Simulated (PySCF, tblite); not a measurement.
# C₁₄F₁₈O₂: electronic excitations, NMR shifts, part 2 of 2

tblite 0.8.0 and PySCF 2.14.0. Atoms count from 0. Earlier steps stand in the parts before.

## 5. NMR shifts: GIAO KT3/pcSseg-1

The job: settings as JSON, then the geometry in Å.

```
{"job": {"kind": "nmr", "xc": "KT3", "basis": "pcSseg-1", "pop": false}, "charge": 0, "multiplicity": 1}
F      4.498059     3.477532     0.974027
C      3.844594     2.423918     0.501643
C      2.453086     2.421680     0.468464
F      1.770309     3.473651     0.901659
C      1.770541     1.316036    -0.033347
F      0.440584     1.347678    -0.069982
C      2.459206     0.197296    -0.494728
O      1.852658    -0.919925    -1.046943
C      0.888854    -1.579533    -0.353334
F      1.163543    -1.626184     0.974518
C      0.592764    -3.017822    -0.912507
F      0.959706    -3.158840    -2.188980
F      1.099759    -4.034300    -0.218468
C     -0.937588    -2.756812    -0.744629
F     -1.427073    -3.319986     0.366107
F     -1.720144    -3.093959    -1.767387
C     -0.638689    -1.227515    -0.563859
F     -0.831442    -0.574853    -1.733843
O     -1.202024    -0.563283     0.502227
C     -2.532617    -0.230382     0.451057
F     -3.316361    -1.322703     0.284171
C     -2.987685     0.620817     1.685140
F     -1.964315     1.215898     2.303677
F     -3.715030    -0.013452     2.600297
C     -3.767116     1.581471     0.723710
F     -5.086189     1.366637     0.728414
F     -3.556221     2.884834     0.896494
C     -3.037812     0.923219    -0.495849
F     -2.069677     1.698017    -0.989506
F     -3.815206     0.530533    -1.504184
C      3.855836     0.208096    -0.452081
F      4.525176    -0.852620    -0.882904
C      4.547582     1.314296     0.034924
F      5.874861     1.308316     0.066825
```

Method: GIAO KT3/pcSseg-1 NMR shielding, non-relativistic, gas phase.

The program printed:

```text
start: PBE on a coarse grid of 34800 points
cycle   1  E = -2477.2854822752  dE =  6.620e+00  |g| = 2.009e+00  |ddm| = 6.708e+00
cycle   2  E = -2474.5900848460  dE =  2.695e+00  |g| = 4.640e+00  |ddm| = 5.156e+00
cycle   3  E = -2477.8910345203  dE = -3.301e+00  |g| = 2.561e-01  |ddm| = 3.786e+00
cycle   4  E = -2477.8996706320  dE = -8.636e-03  |g| = 1.586e-01  |ddm| = 3.449e-01
cycle   5  E = -2477.9034427771  dE = -3.772e-03  |g| = 7.548e-02  |ddm| = 1.901e-01
cycle   6  E = -2477.9045397783  dE = -1.097e-03  |g| = 1.825e-02  |ddm| = 7.930e-02
cycle   7  E = -2477.9046063359  dE = -6.656e-05  |g| = 5.131e-03  |ddm| = 2.021e-02
final grid: 348019 points
cycle   8  E = -2512.3295375913  dE = -3.173e-02  |g| = 7.118e-01  |ddm| = 9.311e-01
cycle   9  E = -2512.1109604923  dE =  2.186e-01  |g| = 1.378e+00  |ddm| = 1.677e+00
cycle  10  E = -2512.3966001663  dE = -2.856e-01  |g| = 1.226e-01  |ddm| = 1.223e+00
cycle  11  E = -2512.3996779843  dE = -3.078e-03  |g| = 2.876e-02  |ddm| = 1.344e-01
cycle  12  E = -2512.3998192226  dE = -1.412e-04  |g| = 8.351e-03  |ddm| = 3.477e-02
cycle  13  E = -2512.3998316620  dE = -1.244e-05  |g| = 3.888e-03  |ddm| = 1.148e-02
cycle  14  E = -2512.3998367562  dE = -5.094e-06  |g| = 7.475e-04  |ddm| = 4.357e-03
cycle  15  E = -2512.3998415853  dE = -4.829e-06  |g| = 2.249e-04  |ddm| = 8.641e-04
cycle  16  E = -2512.3998391276  dE =  2.458e-06  |g| = 8.195e-05  |ddm| = 2.789e-04
converged SCF energy = -2512.3998391276

GIAO shielding tensors (ppm)
atom      isotropic    diamagn.    paramagn.     s11        s22        s33       span
  0 F      327.221     470.852    -143.631    258.127    270.538    452.996    194.869
  1 C       43.870     264.552    -220.682     16.579     19.082     95.950     79.371
  2 C       46.048     254.661    -208.613     19.326     22.830     95.988     76.662
  3 F      332.546     474.766    -142.220    263.377    285.672    448.589    185.212
  4 C       43.170     244.928    -201.758     12.749     21.805     94.957     82.207
  5 F      316.112     478.896    -162.784    254.583    264.382    429.372    174.789
  6 C       60.273     261.156    -200.883     25.552     44.352    110.916     85.364
  7 O      216.159     398.419    -182.260    161.796    190.689    295.991    134.195
  8 C       72.290     242.396    -170.106     63.075     71.925     81.871     18.796
  9 F      310.679     480.785    -170.105    251.060    334.802    346.177     95.117
 10 C       63.568     264.492    -200.924     54.104     64.227     72.372     18.267
 11 F      305.154     471.261    -166.107    231.842    324.257    359.364    127.522
 12 F      299.105     466.559    -167.454    235.766    316.080    345.469    109.704
 13 C       65.359     255.911    -190.552     55.533     65.365     75.180     19.647
 14 F      296.450     474.384    -177.933    232.229    316.125    340.995    108.766
 15 F      304.401     468.782    -164.381    239.951    327.085    346.165    106.214
 16 C       72.495     242.939    -170.443     60.584     74.950     81.952     21.368
 17 F      316.123     480.104    -163.981    265.714    330.465    352.190     86.475
 18 O      193.781     405.503    -211.722    166.930    190.162    224.251     57.321
 19 C       73.044     240.277    -167.233     58.362     74.654     86.116     27.754
 20 F      316.609     471.221    -154.612    262.587    331.368    355.871     93.285
 21 C       65.608     245.385    -179.778     55.002     63.551     78.270     23.268
 22 F      304.674     482.370    -177.695    234.347    324.069    355.607    121.260
 23 F      307.030     463.786    -156.756    240.254    328.137    352.698    112.444
 24 C       64.528     270.497    -205.969     53.392     65.805     74.386     20.994
 25 F      306.627     460.206    -153.579    233.581    325.510    360.791    127.210
 26 F      302.393     469.736    -167.344    236.755    319.920    350.504    113.750
 27 C       65.749     242.645    -176.896     55.762     63.910     77.575     21.813
 28 F      297.119     483.331    -186.212    237.338    314.165    339.855    102.516
 29 F      306.263     467.797    -161.535    240.267    329.588    348.933    108.666
 30 C       42.297     249.255    -206.958      8.328     23.236     95.327     86.999
 31 F      321.072     472.086    -151.014    252.467    265.199    445.550    193.084
 32 C       45.496     266.184    -220.688     19.230     21.423     95.836     76.606
 33 F      332.290     470.827    -138.537    264.824    282.029    450.017    185.194
```

It took 40 s on 2 threads of Arm Neoverse V1, shared host; peak memory 1.2 GiB.

The references, computed at this level on geometries of the same kind, shield at (ppm): $^{13}$C TMS 184.7, $^{19}$F CFCl3 142.4, $^{17}$O H2O 330.8. Their shielding less the atom's gives the shift. The references are single molecules in the gas phase, so shifts against H2O, NH3, PH3, H3PO4 or CFCl3 are not on the usual liquid scales and can be off by tens of ppm. Atoms listed in one row are averaged.

```tsv
atoms	environment	σ (ppm)	δ (ppm)
C4, C30	aromatic carbon bearing fluorine	42.7	142.0
C1	aromatic carbon bearing fluorine	43.9	140.8
C2, C32	aromatic carbon bearing fluorine	45.8	138.9
C6	aromatic carbon bearing oxygen	60.3	124.4
C10	fully substituted sp3 carbon bonded to 2 F	63.6	121.1
C24	fully substituted sp3 carbon bonded to 2 F	64.5	120.2
C13	fully substituted sp3 carbon bonded to 2 F	65.4	119.3
C21	fully substituted sp3 carbon bonded to 2 F	65.6	119.1
C27	fully substituted sp3 carbon bonded to 2 F	65.7	118.9
C8	fully substituted sp3 carbon bonded to F and O	72.3	112.4
C16	fully substituted sp3 carbon bonded to F and O	72.5	112.2
C19	fully substituted sp3 carbon bonded to F and O	73.0	111.6
F14	fluorine of a CF2 group	296.5	-154.0
F28	fluorine of a CF2 group	297.1	-154.7
F12	fluorine of a CF2 group	299.1	-156.7
F26	fluorine of a CF2 group	302.4	-160.0
F15	fluorine of a CF2 group	304.4	-162.0
F22	fluorine of a CF2 group	304.7	-162.3
F11	fluorine of a CF2 group	305.2	-162.7
F29	fluorine of a CF2 group	306.3	-163.9
F25	fluorine of a CF2 group	306.6	-164.2
F23	fluorine of a CF2 group	307.0	-164.6
F9	fluorine on an sp3 carbon	310.7	-168.3
F17	fluorine on an sp3 carbon	316.1	-173.7
F20	fluorine on an sp3 carbon	316.6	-174.2
F5, F31	aryl fluorine	318.6	-176.2
F0	aryl fluorine	327.2	-184.8
F3, F33	aryl fluorine	332.4	-190.0
O18	ether oxygen	193.8	137.0
O7	ether oxygen	216.2	114.6
```

Ring of atoms C1, C2, C4, C6, C30, C32: NICS(0) -16.4, NICS(1) -11.4, NICS(1)zz -21.5 ppm (means of both faces).

Ring of atoms C8, C10, C13, C16: NICS(0) -0.7, NICS(1) -1.7, NICS(1)zz 5.6 ppm (means of both faces). The ring holds saturated atoms, so no π current runs round it: these values come from its σ bonds, any local π bonds and neighbouring rings, and say nothing of aromaticity.

Ring of atoms C19, C21, C24, C27: NICS(0) -0.6, NICS(1) -1.8, NICS(1)zz 3.6 ppm (means of both faces). The ring holds saturated atoms, so no π current runs round it: these values come from its σ bonds, any local π bonds and neighbouring rings, and say nothing of aromaticity.

## 6. Outcome

This closing draws on all 2 parts.

```
                                                                     quantity                                                                                                                        value
                                    strongest single infrared mode (GFN2-xTB)                                                                                                        1191 cm⁻¹, 447 km/mol
                                                 zero-point energy (GFN2-xTB)                                                                                                                85.4 kcal/mol
                                            lowest singlet (CAM-B3LYP/6-31G*)                                                                                                  5.48 eV (226 nm), f = 0.003
                                     brightest single state of those computed                                                                                                  state 4, 6.52 eV, f = 0.023
                                                               lowest triplet                                                                                                                      4.03 eV
  $^{13}$C shifts against TMS (KT3/pcSseg-1, means over atoms taken as alike)                                       142.0, 140.8, 138.9, 124.4, 121.1, 120.2, 119.3, 119.1, 118.9, 112.4, 112.2, 111.6 ppm
$^{19}$F shifts against CFCl3 (KT3/pcSseg-1, means over atoms taken as alike)  -154.0, -154.7, -156.7, -160.0, -162.0, -162.3, -162.7, -163.9, -164.2, -164.6, -168.3, -173.7, -174.2, -176.2 ppm and more
                                   $^{17}$O shifts against H2O (KT3/pcSseg-1)                                                                                                             137.0, 114.6 ppm
```

In words: The lowest mode is slightly imaginary (9i cm⁻¹), a soft motion within the noise of the Hessian, so the minimum is not strictly shown. The strongest single mode, at 1191 cm⁻¹, is spread over many atoms; the largest shares are those of C8, O7. Unscaled tight-binding wavenumbers are off by several per cent, some by more. Its intensities can rank the bands wrongly. The first singlet state (HOMO→LUMO 0.52, HOMO−1→LUMO+1 0.43) lies at 5.48 eV and is weak; of the 6 states computed, the strongest absorption comes from state 4 at 6.52 eV. The lowest triplet lies 1.45 eV below the lowest singlet. The basis of CAM-B3LYP/6-31G* has no diffuse functions, so Rydberg states are missing and the high states are unreliable. NICS(1)zz of -21 ppm above the planar ring from C1 marks a diatropic (aromatic) ring current.
